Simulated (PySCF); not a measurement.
**Yb(NH2)3: other functionals and bases at one geometry**

How far do other levels of theory move the description of Yb(NH2)3, and what does each cost? The species was built from a template and needn't be a known compound.

Method: several levels, as the steps say, no spin–orbit coupling; program: PySCF 2.14.0.

1 further run of the same task is left out (for a known fault of the program).

**1. The system as given**

10 atoms, charge 0, spin multiplicity 1.

Bond lengths: Yb1–N2 2.131 Å, Yb1–N5 2.132 Å, Yb1–N8 2.131 Å, N2–H3 1.020 Å, N2–H4 1.020 Å, N5–H6 1.020 Å, N5–H7 1.020 Å, N8–H9 1.020 Å, N8–H10 1.020 Å. Angles: N2–Yb1–N5 120.6°, N2–Yb1–N8 119.7°, N5–Yb1–N8 119.7°, Yb1–N2–H3 126.2°, Yb1–N2–H4 128.5°, H3–N2–H4 105.3°, Yb1–N5–H6 127.9°, Yb1–N5–H7 126.9°, H6–N5–H7 105.2°, Yb1–N8–H9 127.5°, Yb1–N8–H10 127.3°, H9–N8–H10 105.3°.

Coordinates:

```xyz
10
H6N3Yb
Yb    0.00516    0.00872   -0.00424
N     2.12440    0.00733    0.22166
H     2.71832   -0.81495    0.33329
H     2.76144    0.80364    0.23542
N    -1.06171    1.84041   -0.22941
H    -0.68515    2.78867   -0.23534
H    -2.06895    1.95206   -0.34715
N    -1.05786   -1.83790    0.00497
H    -0.66941   -2.77711    0.09474
H    -2.06623   -1.97086   -0.07394
```

Formal oxidation states: Yb +3. Each metal's 13 4f electrons lie in its core potential, so multiplicities, spins and levels count the valence alone. An earlier session relaxed this geometry at PBE0, Yb lcecp-1-SVP with ECP59, N def2-SVP, H def2-SVP (singlet, point group C2v).

At PBE0 on the finer grid: E = -207.045529 Eh, HOMO -6.15 eV, LUMO -1.05 eV, Mulliken charge on Yb1 +0.89 e, largest force component 0.012 eV/Å. 

Levels to run: M06-L; r2SCAN; PBE0, TZVP. Hardware: 2 threads of Arm Neoverse V2, shared host.

**2. M06-L**

File run.py (the lines that set the calculation):

```python
mol = gto.M(atom='''
Yb     0.00516     0.00872    -0.00424
N      2.12440     0.00733     0.22166
H      2.71832    -0.81495     0.33329
H      2.76144     0.80364     0.23542
N     -1.06171     1.84041    -0.22941
H     -0.68515     2.78867    -0.23534
H     -2.06895     1.95206    -0.34715
N     -1.05786    -1.83790     0.00497
H     -0.66941    -2.77711     0.09474
H     -2.06623    -1.97086    -0.07394''',
    basis={'Yb': 'lcecp-1-SVP', 'N': 'def2-SVP', 'H': 'def2-SVP'},
    ecp={'Yb': 'lcecp-1-SVP'},
    charge=0, spin=0)
mf = dft.RKS(mol, xc='M06L')
mf.grids.atom_grid = (75, 302)  # f atoms: unpruned, at least (60, 302)
mf = mf.density_fit()  # fitting sets: Yb AutoAux, N def2-universal-JKFIT, H def2-universal-JKFIT
mf.conv_tol = 1e-08; mf.max_cycle = 55
mf.kernel(dm0)  # dm0: the density of the relaxed state
```

Started as:

```
$ OMP_NUM_THREADS=2 python run.py
```

What it wrote:

```text
init E= -207.230638574891
  HOMO = -0.184998975393711  LUMO = -0.0262156677335668  gap/eV = 4.32071
cycle= 1 E= -207.234299989734  delta_E= -0.00366  |g|= 0.0359  |ddm|= 0.204
  HOMO = -0.174706887194086  LUMO = -0.0230570764160412  gap/eV = 4.12660
cycle= 2 E= -207.23362387173  delta_E= 0.000676  |g|= 0.0633  |ddm|= 0.0774
  HOMO = -0.179248982509377  LUMO = -0.0223986941725975  gap/eV = 4.26811
cycle= 3 E= -207.234608434878  delta_E= -0.000985  |g|= 0.00482  |ddm|= 0.0551
  HOMO = -0.17870925954137  LUMO = -0.0220749361488561  gap/eV = 4.26224
cycle= 4 E= -207.234613883537  delta_E= -5.45e-06  |g|= 0.000921  |ddm|= 0.0049
  HOMO = -0.17859447914178  LUMO = -0.0220061822821247  gap/eV = 4.26098
cycle= 5 E= -207.234614118475  delta_E= -2.35e-07  |g|= 0.000292  |ddm|= 0.00134
  HOMO = -0.17854587392601  LUMO = -0.0219517893009229  gap/eV = 4.26114
cycle= 6 E= -207.234614136774  delta_E= -1.83e-08  |g|= 0.000118  |ddm|= 0.000499
  HOMO = -0.178543605160794  LUMO = -0.0219544755277905  gap/eV = 4.26101
cycle= 7 E= -207.23461414013  delta_E= -3.36e-09  |g|= 5.38e-05  |ddm|= 0.000146
  HOMO = -0.1785440178779  LUMO = -0.0219584433473052  gap/eV = 4.26091
Extra cycle  E= -207.23461413818  delta_E= 1.95e-09  |g|= 0.000105  |ddm|= 0.000139
converged SCF energy = -207.23461413818
```

Wall time 12 s (2 threads of Arm Neoverse V2, shared host).

Result: E = -207.234614 Eh, HOMO -4.86 eV, LUMO -0.60 eV, Mulliken charge on Yb1 +1.04 e, largest force component 0.091 eV/Å. 

**3. r2SCAN**

Changes to run.py (the lines that set the calculation) since step 2:

```diff
@@ -14,3 +14,3 @@
     charge=0, spin=0)
-mf = dft.RKS(mol, xc='M06L')
+mf = dft.RKS(mol, xc='R2SCAN')
 mf.grids.atom_grid = (75, 302)  # f atoms: unpruned, at least (60, 302)
```

Started as:

```
$ OMP_NUM_THREADS=2 python run.py
```

What it wrote:

```text
init E= -207.168277894432
  HOMO = -0.186119710793922  LUMO = -0.0521957626586182  gap/eV = 3.64426
cycle= 1 E= -207.16910292392  delta_E= -0.000825  |g|= 0.0147  |ddm|= 0.101
  HOMO = -0.186338912616935  LUMO = -0.0495362774226962  gap/eV = 3.72259
cycle= 2 E= -207.169043649633  delta_E= 5.93e-05  |g|= 0.0201  |ddm|= 0.0502
  HOMO = -0.185666162143704  LUMO = -0.0509918338651687  gap/eV = 3.66468
cycle= 3 E= -207.169163915463  delta_E= -0.00012  |g|= 0.00566  |ddm|= 0.0268
  HOMO = -0.186211801142577  LUMO = -0.0512586166102071  gap/eV = 3.67226
cycle= 4 E= -207.169171110699  delta_E= -7.2e-06  |g|= 0.000416  |ddm|= 0.0051
  HOMO = -0.186180039380949  LUMO = -0.0512155080043488  gap/eV = 3.67257
cycle= 5 E= -207.169171164091  delta_E= -5.34e-08  |g|= 3.63e-05  |ddm|= 0.000484
  HOMO = -0.186176329914362  LUMO = -0.0512101848982507  gap/eV = 3.67262
cycle= 6 E= -207.169171164495  delta_E= -4.04e-10  |g|= 1.05e-05  |ddm|= 7.26e-05
  HOMO = -0.186176893131599  LUMO = -0.0512119111202125  gap/eV = 3.67258
Extra cycle  E= -207.169171164423  delta_E= 7.19e-11  |g|= 2.03e-05  |ddm|= 3.05e-05
converged SCF energy = -207.169171164423
```

Wall time 13 s (2 threads of Arm Neoverse V2, shared host).

Result: E = -207.169171 Eh, HOMO -5.07 eV, LUMO -1.39 eV, Mulliken charge on Yb1 +0.86 e, largest force component 0.089 eV/Å. 

**4. PBE0, TZVP**

Basis: Yb lcecp-1-TZVP with ECP59, N def2-TZVP, H def2-TZVP. 

Changes to run.py (the lines that set the calculation) since step 3:

```diff
@@ -11,6 +11,6 @@
 H     -2.06623    -1.97086    -0.07394''',
-    basis={'Yb': 'lcecp-1-SVP', 'N': 'def2-SVP', 'H': 'def2-SVP'},
-    ecp={'Yb': 'lcecp-1-SVP'},
+    basis={'Yb': 'lcecp-1-TZVP', 'N': 'def2-TZVP', 'H': 'def2-TZVP'},
+    ecp={'Yb': 'lcecp-1-TZVP'},
     charge=0, spin=0)
-mf = dft.RKS(mol, xc='R2SCAN')
+mf = dft.RKS(mol, xc='PBE0')
 mf.grids.atom_grid = (75, 302)  # f atoms: unpruned, at least (60, 302)
@@ -18,2 +18,2 @@
 mf.conv_tol = 1e-08; mf.max_cycle = 55
-mf.kernel(dm0)  # dm0: the density of the relaxed state
+mf.kernel(dm0)  # dm0: free metal ions and neutral atoms
```

Started as:

```
$ OMP_NUM_THREADS=2 python run.py
```

What it wrote:

```text
init E= -210.180140232591
  HOMO = -0.241059844411821  LUMO = -0.121398858056075  gap/eV = 3.25614
cycle= 1 E= -207.184134283391  delta_E=    3  |g|= 0.594  |ddm|= 2.53
  HOMO = -0.22728659914892  LUMO = -0.010607653019548  gap/eV = 5.89613
cycle= 2 E= -207.200039912833  delta_E= -0.0159  |g|= 0.402  |ddm|= 0.87
  HOMO = -0.22120595571613  LUMO = -0.0455021461398371  gap/eV = 4.78114
cycle= 3 E= -207.238706041643  delta_E= -0.0387  |g|= 0.156  |ddm|= 0.447
  HOMO = -0.237305818298194  LUMO = -0.0451060378866277  gap/eV = 5.23002
cycle= 4 E= -207.243756463997  delta_E= -0.00505  |g|= 0.052  |ddm|= 0.113
  HOMO = -0.232037795038879  LUMO = -0.0412940176088004  gap/eV = 5.19040
cycle= 5 E= -207.244340391571  delta_E= -0.000584  |g|= 0.00313  |ddm|= 0.0423
  HOMO = -0.232385287319225  LUMO = -0.0417099406172952  gap/eV = 5.18854
cycle= 6 E= -207.244343333123  delta_E= -2.94e-06  |g|= 0.000549  |ddm|= 0.00516
  HOMO = -0.232335274542139  LUMO = -0.0416683530262461  gap/eV = 5.18831
cycle= 7 E= -207.244343403558  delta_E= -7.04e-08  |g|= 0.000124  |ddm|= 0.00064
  HOMO = -0.23233322644021  LUMO = -0.0416690261510677  gap/eV = 5.18824
cycle= 8 E= -207.244343405361  delta_E= -1.8e-09  |g|= 9.1e-05  |ddm|= 0.000123
  HOMO = -0.232332767536825  LUMO = -0.0416714571462347  gap/eV = 5.18816
Extra cycle  E= -207.244343402081  delta_E= 3.28e-09  |g|= 0.000154  |ddm|= 0.000141
converged SCF energy = -207.244343402081
```

Wall time 23 s (2 threads of Arm Neoverse V2, shared host).

It gives: E = -207.244343 Eh, HOMO -6.32 eV, LUMO -1.13 eV, Mulliken charge on Yb1 +1.56 e, largest force component 0.439 eV/Å. 

**5. All levels side by side**

| level | state | HOMO (eV) | gap (eV) | charge on Yb1 (e) | dipole (D) | largest force (eV/Å) | basis functions | time |
| --- | --- | --- | --- | --- | --- | --- | --- | --- |
| PBE0 (relaxed here) | singlet | -6.15 | 5.10 | 0.89 | 0.01 | 0.01 | 105 | 24 s |
| M06-L | singlet | -4.86 | 4.26 | 1.04 | 0.01 | 0.09 | 105 | 12 s |
| r2SCAN | singlet | -5.07 | 3.67 | 0.86 | 0.01 | 0.09 | 105 | 13 s |
| PBE0, TZVP | singlet | -6.32 | 5.19 | 1.56 | 0.01 | 0.44 | 176 | 23 s |

Times are on 2 threads of Arm Neoverse V2, shared host; the first row also made further properties.

In one basis the HOMO–LUMO gap runs from 3.67 eV (r2SCAN) to 5.10 eV (PBE0). The largest leftover force, 0.44 eV/Å with PBE0, TZVP, stands at a geometry relaxed at another level. The Mulliken charge on Yb spans +0.86 to +1.56 e over the levels. With 4f in the core, its levels are missing from HOMO and gap. Total energies of different levels can't be compared. Spin–orbit coupling is left out throughout.
